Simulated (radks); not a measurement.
# Spin polarisation of the 3p shell in Ca³⁺

The task here is to estimate one member of a computed series from the others.

Program: radks (a radial shooting solver on a logarithmic mesh, Libxc functionals) version 1. Level of theory: non-relativistic Kohn-Sham, PBEsol, spin-polarised, spherical densities, point nucleus. These are calculated values, not measurements, unless marked.

## What is computed

| Quantity | Value |
| --- | --- |
| element | calcium (Z = 20) |
| charge | +3 |
| electrons | 17 |
| configuration | [Ne] 3s2 3p(up 2.5, down 2.5) |

A shell typed twice in an input gives spin up, then spin down.

The first run:

Settings of this run:

```text
Z 20
configuration [Ne] 3s2 3p2.5 3p2.5
relativity non-relativistic
functional pbe_sol,pbe_sol
spin polarised
nucleus point
```

Steps of the session up to this table: No moment.

One of the session's tables, all rows but one given; the rest of the session is left out.

It belongs to the step «No moment». From the orbitals of this run (lengths in bohr):

| level | <r> | outermost maximum (interpolated) | 90 % within | nodes |
| --- | --- | --- | --- | --- |
| 1s | 0.07744 | 0.0509 | 0.138 | 0 |
| 2s | ? | ? | ? | ? |
| 2p | 0.3285 | 0.247 | 0.541 | 0 |
| 3s | 1.130 | 0.987 | 1.68 | 2 |
| 3p | 1.207 | 1.03 | 1.84 | 1 |

**Question.** Estimate the row for 2s.

**Answer.** <r>: 0.3669; outermost maximum (interpolated): 0.302; 90 % within: 0.571; nodes: 1. In the column «<r>» it lies between 2p (0.3285) and 3s (1.130).
